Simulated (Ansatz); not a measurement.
# Ca2AsF: the cost of one run

Method: DFT PBE, scalar-relativistic, plane waves, PAW, in Ansatz 0.2.0.

## (1) The starting structure

The structure is trigonal, space group R-3m (No. 166). The conventional cell has a = 3.924 Å, b = 3.924 Å, c = 19.893 Å, α = 90.00°, β = 90.00°, γ = 120.00°. Around Ca (site symmetry 3m) lie 3 As at 2.61 Å and 3 F at 3.04 Å. As (site symmetry -3m) has 6 Ca at 2.61 Å as nearest neighbours. F (site symmetry -3m) has 6 Ca at 3.04 Å as nearest neighbours.

Structure file:

```xyz
4
Lattice="1.9621 1.1328 6.6310 -1.9621 1.1328 6.6310 0.0000 -2.2656 6.6310" Properties=species:S:1:pos:R:3 pbc="T T T"
Ca    0.0000    0.0000    4.6012
Ca    0.0000    0.0000   15.2917
As    0.0000    0.0000    9.9465
F     0.0000    0.0000    0.0000
```

This is a trial structure built by rule; it need not be a known or stable form of this composition.

(A quick probe on a coarse mesh, which set the mesh and smearing, is not shown.)

## (3) A loose first relaxation

File input.yaml:

```yaml
crystal:
  lattice:
    - [1.9620704325, 1.1328018924, 6.6309704918]
    - [-1.9620704325, 1.1328018924, 6.6309704918]
    - [0.0, -2.2656037848, 6.6309704918]
  atoms:
    - { symbol: Ca, position: [0.2313, 0.2313, 0.2313] }
    - { symbol: Ca, position: [0.7687, 0.7687, 0.7687] }
    - { symbol: As, position: [0.5, 0.5, 0.5] }
    - { symbol: F, position: [0.0, 0.0, 0.0] }
basis:
  ecutwfc: 420
kpoints:
  mp_grid: { grid: [6, 6, 6] }
hamiltonian:
  xc: pbe
scf:
  occupations: { method: gaussian, width: 0.1 }
output:
  forces: true
  stress: true
  eigenvalues: true
relax:
  adjacent_minimum: "off"
  f_tol: 0.05
  max_steps: 80
  cell: { stress_tol: 0.5 }
```

On the command line:

```
$ ansatz run input.yaml --threads 2 --pin off --max-ram 6144MiB --backend cpu --events-out ev --progress --plain --runs-dir out
```

**Question.** How long does this run take on 2 threads of Arm Neoverse V2, shared host, and how much memory does it need?

About 14 s, with a peak of 0.47 GiB.
